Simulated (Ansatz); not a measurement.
# Fe9Co7: properties at the relaxed cell

One table from this session's results is given with a row withheld; the runs are named, their logs left out.

Method: DFT PBEsol, scalar-relativistic, plane waves, PAW, in Ansatz 0.2.0.

### The starting structure

It takes space group Pm-3m (No. 221, cubic). Conventional cell: a = 5.609 Å, b = 5.609 Å, c = 5.609 Å, α = 90.00°, β = 90.00°, γ = 90.00°. Fe (site symmetry 3m) has 7 Co at 2.43 Å and 1 Fe at 2.43 Å in its first shell of neighbours. Around Fe (site symmetry m-3m) lie 8 Fe at 2.43 Å. Co (site symmetry 4/mmm) has 8 Fe at 2.43 Å in its first shell of neighbours. Co (site symmetry m-3m) is surrounded by 8 Fe at 2.43 Å.

Coordinates:

```
Fe Co
1.0
     5.60946    0.00000    0.00000
     0.00000    5.60946    0.00000
     0.00000    0.00000    5.60946
Fe Co
9 7
Direct
  0.74996 0.74996 0.74996
  0.25004 0.74996 0.74996
  0.25004 0.25004 0.25004
  0.74996 0.25004 0.74996
  0.74996 0.74996 0.25004
  0.74996 0.25004 0.25004
  0.25004 0.25004 0.74996
  0.25004 0.74996 0.25004
  0.00000 0.00000 0.00000
  0.00000 0.50000 0.50000
  0.50000 0.00000 0.00000
  0.50000 0.50000 0.00000
  0.50000 0.00000 0.50000
  0.00000 0.00000 0.50000
  0.50000 0.50000 0.50000
  0.00000 0.50000 0.00000
```

It goes back to an entry of the Materials Project, which need not be the stable form.

It is the result of an earlier relaxation at this level (volume 11.03 Å³/atom; gap on the mesh: none (metal), site moments up to 2.7 μB).

Set-up of the first run:

Input file input.yaml:

```yaml
crystal:
  lattice:
    - [5.5527944561, 0.0, 0.0]
    - [0.0, 5.5527944561, 0.0]
    - [0.0, 0.0, 5.5527944561]
  atoms:
    - { symbol: Fe, position: [0.7499554566, 0.7499554566, 0.7499554566], spin: 3.01 }
    - { symbol: Fe, position: [0.2500445434, 0.7499554566, 0.7499554566], spin: 3.01 }
    - { symbol: Fe, position: [0.2500445434, 0.2500445434, 0.2500445434], spin: 3.01 }
    - { symbol: Fe, position: [0.7499554566, 0.2500445434, 0.7499554566], spin: 3.01 }
    - { symbol: Fe, position: [0.7499554566, 0.7499554566, 0.2500445434], spin: 3.01 }
    - { symbol: Fe, position: [0.7499554566, 0.2500445434, 0.2500445434], spin: 3.01 }
    - { symbol: Fe, position: [0.2500445434, 0.2500445434, 0.7499554566], spin: 3.01 }
    - { symbol: Fe, position: [0.2500445434, 0.7499554566, 0.2500445434], spin: 3.01 }
    - { symbol: Fe, position: [0.0, 0.0, 0.0], spin: 2.65 }
    - { symbol: Co, position: [0.0, 0.5, 0.5], spin: 2.0 }
    - { symbol: Co, position: [0.5, 0.0, 0.0], spin: 2.0 }
    - { symbol: Co, position: [0.5, 0.5, 0.0], spin: 2.0 }
    - { symbol: Co, position: [0.5, 0.0, 0.5], spin: 2.0 }
    - { symbol: Co, position: [0.0, 0.0, 0.5], spin: 2.0 }
    - { symbol: Co, position: [0.5, 0.5, 0.5], spin: 2.0 }
    - { symbol: Co, position: [0.0, 0.5, 0.0], spin: 2.0 }
basis:
  ecutwfc: 420
kpoints:
  mp_grid: { grid: [6, 6, 6] }
hamiltonian:
  xc: pbesol
scf:
  occupations: { method: gaussian, width: 0.1 }
output:
  forces: true
  stress: true
  eigenvalues: true
  populations: true
magnetization:
  spin_polarized: true
relax:
  adjacent_minimum: "off"
  f_tol: 0.01
  max_steps: 30
```

Launch:

```bash
ansatz run input.yaml --threads 4 --pin off --max-ram 10240MiB --backend cpu --events-out ev --progress --plain --runs-dir out
```

Among the steps run: Volume × 0.97; The cell scaled to 1.03 of its volume; Volume × 0.94; The cell scaled to 1.06 of its volume; Point at V/V0 = 0.91; Point at V/V0 = 1.10; The cell scaled to 0.88 of its volume.

One table of the session follows, with a row left open; its other results are not shown here.

It belongs to the step «Fit of the equation of state». 

```
volume (Å³/atom)  energy above the lowest point (meV/atom)  pressure (GPa)  largest moment (μB)
           9.708                                     134.5           36.32                 2.49
          10.039                                      71.3           24.88                 2.56
          10.370                                      30.0           15.18                 2.62
          10.701                                       7.3            6.99                 2.68
          11.032                                       0.0           -0.04                 2.73
          11.363                                       6.5           -6.22                 2.77
          11.694                                         ?               ?                    ?
          12.135                                      64.4          -17.11                 2.84
```

Estimate the missing values for volume (Å³/atom) = 11.694.

Worked estimate for «energy above the lowest point (meV/atom)». A straight line through the neighbours (11.363, 6.5) and (12.135, 64.4) gives 6.5 + (64.4 − 6.5) × (11.694 − 11.363) / (12.135 − 11.363) = 31.3; a parabola fitted to 3 rows on both sides gives 24.0.

As computed: energy above the lowest point (meV/atom): 25.0; pressure (GPa): -11.43; largest moment (μB): 2.80. In «energy above the lowest point (meV/atom)» the line misses by +6.3 and the parabola by -1.0.

Limits of these values: Warnings in the runs' records: stress scf threshold loose.
